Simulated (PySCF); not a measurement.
# [Bi(CH3)2]+: other functionals and bases at one geometry

The task here is to estimate one member of a computed series from the others.

Computed with PySCF 2.14.0. Level: several levels, as the steps say, no spin–orbit coupling.

1 further run of the same task is left out (for a known fault of the program).

### The system as given

9 atoms, charge 1, spin multiplicity 1.

Bond lengths: Bi1–C2 2.227 Å, Bi1–C6 2.227 Å, C2–H3 1.098 Å, C2–H4 1.103 Å, C2–H5 1.103 Å, C6–H7 1.098 Å, C6–H8 1.103 Å, C6–H9 1.103 Å. Angles: C2–Bi1–C6 93.8°, Bi1–C2–H3 110.8°, Bi1–C2–H4 108.3°, Bi1–C2–H5 108.3°, H3–C2–H4 110.7°, H3–C2–H5 110.7°, H4–C2–H5 107.8°, Bi1–C6–H7 110.8°, Bi1–C6–H8 108.3°, Bi1–C6–H9 108.3°, H7–C6–H8 110.7°, H7–C6–H9 110.7°, H8–C6–H9 107.8°.

As a file:

```xyz
9
C2H6Bi
Bi    0.00000    0.00000   -0.71783
C     1.62579    0.00000    0.80472
H     2.61231    0.00000    0.32255
H     1.50264    0.89165    1.44256
H     1.50264   -0.89165    1.44256
C    -1.62579    0.00000    0.80472
H    -2.61231    0.00000    0.32255
H    -1.50264   -0.89165    1.44256
H    -1.50264    0.89165    1.44256
```

Formal oxidation states: Bi +3. An earlier session relaxed this geometry at PBE0, Bi def2-SVP with ECP60, C def2-SVP, H def2-SVP (singlet, point group C2v).

At PBE0 on the finer grid: E = -293.996564 Eh, HOMO -12.99 eV, LUMO -9.38 eV, Mulliken charge on Bi1 +0.95 e, largest force component 0.021 eV/Å. 

Levels to run: CAM-B3LYP; r2SCAN; PBE0, TZVP. Hardware: 2 threads of Intel Xeon Platinum 8259CL at 2.50GHz (Skylake/Cascade Lake), shared host.

Set-up of the first run:

Contents of run.py (the lines that set the calculation):

```python
mol = gto.M(atom='''
Bi     0.00000     0.00000    -0.71783
C      1.62579     0.00000     0.80472
H      2.61231     0.00000     0.32255
H      1.50264     0.89165     1.44256
H      1.50264    -0.89165     1.44256
C     -1.62579     0.00000     0.80472
H     -2.61231     0.00000     0.32255
H     -1.50264    -0.89165     1.44256
H     -1.50264     0.89165     1.44256''',
    basis={'Bi': 'def2-SVP', 'C': 'def2-SVP', 'H': 'def2-SVP'},
    ecp={'Bi': 'def2-SVP'},
    charge=1, spin=0)
mf = dft.RKS(mol, xc='CAMB3LYP')
mf.grids.atom_grid = (75, 302)
mf = mf.density_fit()  # fitting sets: Bi def2-universal-JKFIT, C def2-universal-JKFIT, H def2-universal-JKFIT
mf.conv_tol = 1e-08; mf.max_cycle = 55
mf.kernel(dm0)  # dm0: the density of the relaxed state
```

Launch:

```bash
$ OMP_NUM_THREADS=2 python run.py
```

Among the steps run: CAM-B3LYP; r2SCAN; PBE0, TZVP.

One table of the session follows, with a row left open; its other results are not shown here.

```
              level  HOMO (eV)  gap (eV)  charge on Bi1 (e)  dipole (D)  largest force component (eV/Å)
PBE0 (relaxed here)     -12.99      3.62               0.95        1.44                            0.02
          CAM-B3LYP     -14.20      5.79               0.92        1.41                            0.05
             r2SCAN          ?         ?                  ?           ?                               ?
         PBE0, TZVP     -12.94      3.63               0.98        1.46                            0.45
```

**Question.** Estimate the row for r2SCAN.

As computed: HOMO (eV): -12.19; gap (eV): 2.15; charge on Bi1 (e): 0.96; dipole (D): 1.50; largest force component (eV/Å): 0.16. In the column «HOMO (eV)» it is the highest.

The dipole of a charged species depends on the origin, so these sizes hold for this origin alone.

In one basis the HOMO–LUMO gap runs from 2.15 eV (r2SCAN) to 5.79 eV (CAM-B3LYP). The largest leftover force, 0.45 eV/Å with PBE0, TZVP, stands at a geometry relaxed at another level. Total energies of different levels can't be compared.
